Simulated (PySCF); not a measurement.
# CsTl+: from the state search to spectroscopic constants

An exercise on one series of results from a longer session: the logs are not shown, and one member is left open.

Method: Cs def2-SVP with ECP46, Tl def2-SVP with ECP60, scalar-relativistic core potentials; program: PySCF 2.14.0.

The first run:

A driver script around PySCF takes these settings:

```
atoms                         : Cs, Tl
charge                        : 1
basis                         : Cs def2-SVP with ECP46, Tl def2-SVP with ECP60
Hamiltonian                   : scalar-relativistic core potentials
basis functions               : 50
electrons treated             : 29
masses in u                   : 132.9054, 204.9744
levels                        : PBE0, PBE, r²SCAN, r²SCAN0, M06-L, PBEsol, CAM-B3LYP, HF, MP2, SCS-MP2, CCSD, CCSD(T)
grid                          : 80 radial by 434 angular points
occupations                   : held fixed by the projection of orbital angular momentum
dissociation limit            : Cs+ + Tl, each in its ground configuration
starting distance in angstrom : 3.735
values of 2S to try           : 1, 3
```

Run with:

```
$ OMP_NUM_THREADS=1 python dia.py task.json out
```

Among the steps run: The job; First curve: PBE0; Higher solutions at PBE0; PBE (GGA); r²SCAN (meta-GGA); r²SCAN0 (hybrid meta-GGA); M06-L (meta-GGA); PBEsol; CAM-B3LYP (range-separated hybrid); UHF (mean field); MP2 and coupled cluster.

One table of the session follows, with a row left open; its other results are not shown here.

It belongs to the step «The curves together». Energy (eV) from each level's lowest point:

| R (Å) | UHF | UHF-MP2 | UHF-SCS-MP2 | UHF-CCSD | UHF-CCSD(T) |
| --- | --- | --- | --- | --- | --- |
| 3.848 | 0.204 | 0.141 | 0.152 | n/a | n/a |
| 4.027 | 0.108 | 0.065 | 0.073 | 0.065 | 0.063 |
| 4.206 | 0.049 | 0.023 | 0.028 | 0.023 | 0.022 |
| 4.340 | 0.023 | 0.007 | 0.010 | 0.007 | 0.006 |
| 4.474 | 0.007 | 0.000 | 0.001 | 0.000 | 0.000 |
| 4.608 | 0.000 | 0.000 | 0.000 | 0.001 | 0.001 |
| 4.787 | ? | ? | ? | ? | ? |
| 5.011 | 0.010 | 0.026 | 0.023 | 0.028 | 0.029 |
| 5.279 | 0.030 | 0.055 | 0.050 | 0.057 | 0.059 |
| 5.637 | 0.065 | 0.098 | 0.091 | n/a | n/a |

Estimate the missing values for R (Å) = 4.787.

Worked estimate for «UHF». A straight line through the neighbours (4.608, 0.000) and (5.011, 0.010) gives 0.000 + (0.010 − 0.000) × (4.787 − 4.608) / (5.011 − 4.608) = 0.004; a parabola fitted to 4 rows on both sides gives 0.001.

The run gave: UHF: 0.000; UHF-MP2: 0.008; UHF-SCS-MP2: 0.006; UHF-CCSD: 0.009; UHF-CCSD(T): 0.010. In «UHF» the line misses by +0.004 and the parabola by +0.001.
